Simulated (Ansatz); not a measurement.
Runs of Ansatz 0.2.0 on CuF. The structure is tetragonal, space group P4/mmm (No. 123). The conventional cell has a = 2.471 Å, b = 2.471 Å, c = 3.417 Å, α = 90.00°, β = 90.00°, γ = 90.00°. Cu (site symmetry 4/mmm) is surrounded by 8 F at 2.44 Å and 4 Cu at 2.47 Å. F (site symmetry 4/mmm) has 8 Cu at 2.44 Å and 4 F at 2.47 Å as nearest neighbours. The cell was built by a generator and needn't be a form met in nature.

```csv
task,level,cell,cutoff (eV),screening (1/Å),share of exact exchange,points for each segment of the path,gap on the mesh (eV),pressure (GPa)
single point,HF,as given,420,-,-,-,11.20,9.1
single point,HSE06 form with a typed share of exact exchange,as given,420,0.2,0.5,-,2.70,-1.1
single point,HSE06 form with a typed share of exact exchange,as given,420,0.2,0.4,-,(a),(c)
single point,r2SCAN0,as given,500,-,-,-,1.53,(b)
single point,PBEsol0,as given,420,-,-,-,1.16,-4.8
relaxation of cell and atoms,HSE03,relaxed,420,-,-,-,none,0.0
single point,HSE06 form with a typed share of exact exchange,as given,420,0.2,0.15,-,none,(d)
band structure,HSE06,as given,420,-,-,4,0.48,1.0
```

Alike in all rows: potentials or basis Ansatz PAW; no spin polarisation; k mesh 6 × 6 × 4; smearing fermi-dirac 0.05 eV; the mesh is coarse, so values aren't converged.

Q: Estimate the missing entries.

A: (a) 1.76; (b) -3.4; (c) -0.3; (d) 2.1.

Caveats: all runs use coarse meshes; the PAW data sets come from PBE, with cores solved anew for the run's functional, which leaves a small shift of forces and pressure; the thresholds are loose for stress (some runs); the run has no spin polarisation, though such a crystal can be magnetic (some runs); the plane-wave basis is chosen anew once the cell has moved, so the energies of steps on either side of that aren't comparable (some runs).

A k mesh can miss the band edges.

A gap of «none» marks a metal or a gap under the smearing width.
